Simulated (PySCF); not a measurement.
# GeCl: bond curves at several levels of theory

One job finds the state of GeCl, follows it along the bond with each method and fits the curves.

The runs use PySCF 2.14.0; Ge aug-pcseg-1, Cl aug-pcseg-1, no relativity.

### Step 1. Input

The job is set up so:

```json
{
 "atoms": "Ge, Cl",
 "charge": "0",
 "basis": "Ge aug-pcseg-1, Cl aug-pcseg-1",
 "Hamiltonian": "no relativity",
 "basis functions": "63",
 "electrons treated": "49",
 "masses in u": "73.9212, 34.9689",
 "levels": "PBE0, PBE, r²SCAN, revPBE, M06-L, B3LYP, HF, MP2, SCS-MP2, CCSD, CCSD(T)",
 "grid": "80 radial by 434 angular points",
 "occupations": "held fixed by the projection of orbital angular momentum",
 "dissociation limit": "Ge + Cl, each in its ground configuration",
 "starting distance in angstrom": "2.130",
 "values of 2S to try": "1, 3"
}
```

Run with:

```sh
OMP_NUM_THREADS=1 python dia.py task.json out
```

The runs that follow: First curve: PBE0; Excited determinants; PBE (GGA); r²SCAN (meta-GGA); revPBE; M06-L (meta-GGA); B3LYP; UHF (mean field); Correlated methods on the Hartree–Fock reference.

Before running it: what results should come out? Wanted: for each run, Re; ωe; De; μ.

**Answer**, as computed:

Lowest PBE0 solution found, without spin–orbit coupling: ²Π (doublet), unpaired electrons π ↑. State 2 has its PBE0 minimum 3.43 eV higher. The other levels ran on the lowest alone.

| level | Re (Å) | ωe (cm⁻¹) | De (eV) | μ (D) |
| --- | --- | --- | --- | --- |
| UHF | 2.217 | 386 | 2.62 | -2.21 |
| UHF-MP2 | 2.219 | 386 | 3.78 | n/a |
| UHF-SCS-MP2 | 2.225 | 381 | 3.66 | n/a |
| UHF-CCSD | 2.225 | 382 | 3.52 | n/a |
| UHF-CCSD(T) | 2.229 | 379 | 3.63 | n/a |
| PBE | 2.223 | 379 | 4.19 | -1.72 |
| revPBE | 2.235 | 372 | 3.99 | -1.79 |
| r²SCAN | 2.202 | 393 | 4.12 | -1.63 |
| M06-L | 2.212 | 385 | 4.31 | -1.77 |
| B3LYP | 2.226 | 377 | 3.94 | -1.95 |
| PBE0 | 2.202 | 393 | 4.01 | -1.80 |

De is counted to Ge + Cl in their ground configurations. A positive dipole means Ge(−)Cl(+).

Differences from CCSD(T) in the same basis:

| level | Re (mÅ) | ωe (%) |
| --- | --- | --- |
| UHF | -13 | +1.9 |
| UHF-MP2 | -11 | +2.1 |
| UHF-SCS-MP2 | -4 | +0.7 |
| UHF-CCSD | -4 | +0.9 |
| PBE | -6 | +0.1 |
| revPBE | +5 | -1.7 |
| r²SCAN | -27 | +3.8 |
| M06-L | -17 | +1.6 |
| B3LYP | -4 | -0.3 |
| PBE0 | -27 | +3.9 |

What this shows: Judged by CCSD(T) in the same basis: best bond length UHF-SCS-MP2 and UHF-CCSD and B3LYP (-4 mÅ), worst r²SCAN and PBE0 (-27 mÅ); best wavenumber PBE (+0.1 %), worst PBE0 (+3.9 %). Hartree–Fock makes the bond too short and too stiff against this reference, as it mostly does. CCSD(T) in a basis this small is itself some way from its limit, more so than the functionals. Among the levels with a De in the table, it runs from 2.62 eV (UHF) to 4.31 eV (M06-L).

Correlated steps freeze 14 core orbitals.
